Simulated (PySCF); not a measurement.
# C2H8Ge (ethylgermane): the cost of one run

Computed with PySCF 2.14.0, with density-fitted response routines of our own, on a single molecule in the gas phase. Atoms count from 0, in the outputs and in this text.

## Step 1: Starting geometry

11 atoms, charge 0, multiplicity 1; geometry from: GFN2-xTB. The atoms were then displaced at random by about 0.01 Å, so the start is not that level's minimum.

Bonds of the start (Å): C0–C1 1.49, C1–Ge2 1.96, C0–H3 1.07, C0–H4 1.10, C0–H5 1.09, C1–H6 1.09, C1–H7 1.08, Ge2–H8 1.47, Ge2–H9 1.52, Ge2–H10 1.50.

## Step 2: Relaxing the molecule at PBE0-D3(BJ)/def2-SVP

The job: settings as JSON, then the geometry in Å.

```
{"job": {"xc": "PBE0", "basis": "def2-SVP", "d3": "d3bj", "grid": 1, "shake": 0.01, "kind": "geom"}, "charge": 0, "multiplicity": 1}
C     -1.366570     0.292440    -0.252310
C     -0.318760    -0.393870     0.557870
Ge     1.485120    -0.049470    -0.135090
H     -2.346230     0.115310     0.138760
H     -1.232560     1.388690    -0.254130
H     -1.363620    -0.008790    -1.295670
H     -0.357050    -0.066470     1.601260
H     -0.480880    -1.460260     0.552720
H      1.651480    -0.507530    -1.520390
H      2.546470    -0.745670     0.698710
H      1.820730     1.409790    -0.107380
```

Started as:

```
$ OMP_NUM_THREADS=1 python probes_run.py task.json out
```

The driver reads the jobs from task.json and runs them one after another.

Q: Estimate the wall time and peak memory of this first job on 1 thread of Arm Neoverse V2, shared host.

About 13 s, with a peak of 0.41 GiB.
